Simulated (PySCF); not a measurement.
# Se³⁺: changing the method

Aim: see what other levels and later steps give for Se³⁺.

Computed with PySCF 2.14.0. Level: each script names its method and basis.

### 1 The atom

Se³⁺: 1 atom, charge 3, spin multiplicity 2.

### 2 Base script

File input.py:

```python
from pyscf import gto, scf, cc

mol = gto.M(
    atom='Se 0 0 0',
    basis='sapporo-dkh3-dzp-2012',
    charge=3,
    spin=1,
    symmetry=True,
    verbose=4,
)
mf = scf.UHF(mol)
mf = mf.sfx2c1e()
mf.kernel()
mycc = cc.CCSD(mf, frozen=9)
mycc.kernel()
mycc.ccsd_t()
mf.dip_moment()
print('orbital energies (hartree):', [e[max(0, n-3):n+3].round(4) for e, n in zip(mf.mo_energy, mol.nelec)])
```

Launch:

```
> OMP_NUM_THREADS=1 python input.py
```

### 3 Population analysis

Variant 1 changes step after the SCF: ccsd(t) → analyze.

File input.py:

```python
from pyscf import gto, scf

mol = gto.M(
    atom='Se 0 0 0',
    basis='sapporo-dkh3-dzp-2012',
    charge=3,
    spin=1,
    symmetry=True,
    verbose=4,
)
mf = scf.UHF(mol)
mf = mf.sfx2c1e()
mf.kernel()
mf.analyze()
print('orbital energies (hartree):', [e[max(0, n-3):n+3].round(4) for e, n in zip(mf.mo_energy, mol.nelec)])
```

### 4 MP2

Variant 2 changes step after the SCF: ccsd(t) → mp2; frozen orbitals: 9 → none.

Edit input.py of step 2 so:

```diff
@@ -1,2 +1,2 @@
-from pyscf import gto, scf, cc
+from pyscf import gto, scf, mp
 
@@ -13,5 +13,3 @@
 mf.kernel()
-mycc = cc.CCSD(mf, frozen=9)
-mycc.kernel()
-mycc.ccsd_t()
+mp.MP2(mf).kernel()
 mf.dip_moment()
```

### 5 SCF alone

Variant 3 changes step after the SCF: ccsd(t) → none.

Edit input.py of step 2 so:

```diff
@@ -1,2 +1,2 @@
-from pyscf import gto, scf, cc
+from pyscf import gto, scf
 
@@ -13,5 +13,2 @@
 mf.kernel()
-mycc = cc.CCSD(mf, frozen=9)
-mycc.kernel()
-mycc.ccsd_t()
 mf.dip_moment()
```

### 6 CCSD

Variant 4 changes step after the SCF: ccsd(t) → ccsd.

Edit input.py of step 2 so:

```diff
@@ -15,3 +15,2 @@
 mycc.kernel()
-mycc.ccsd_t()
 mf.dip_moment()
```

### 7 CCSD

Variant 5 changes step after the SCF: ccsd(t) → ccsd; frozen orbitals: 9 → none.

Edit input.py of step 2 so:

```diff
@@ -13,5 +13,4 @@
 mf.kernel()
-mycc = cc.CCSD(mf, frozen=9)
+mycc = cc.CCSD(mf)
 mycc.kernel()
-mycc.ccsd_t()
 mf.dip_moment()
```

Before running it: what results should come out? Wanted: for each run, E(SCF); from base; gap, α spin; after the SCF.

**Answer**, as computed:

```csv
run,E(SCF) (hartree),from base (eV),cycles,"gap, α spin (eV)",after the SCF
base,-2425.802287,0,8,11.14,"CCSD(T) correlation -11.161 eV, core frozen"
population analysis,-2425.802287,0.0000,8,11.14,n/a
MP2,-2425.802287,0.0000,8,11.14,MP2 correlation -17.713 eV
SCF alone,-2425.802287,0.0000,8,11.14,n/a
CCSD,-2425.802287,0.0000,8,11.14,"CCSD correlation -11.087 eV, core frozen"
CCSD,-2425.802287,0.0000,8,11.14,CCSD correlation -16.760 eV
```

**Reading.** On the same reference and core, CCSD(T) gains 11.16 eV in 4 s; CCSD reaches 99 % of that in 2.9 s.
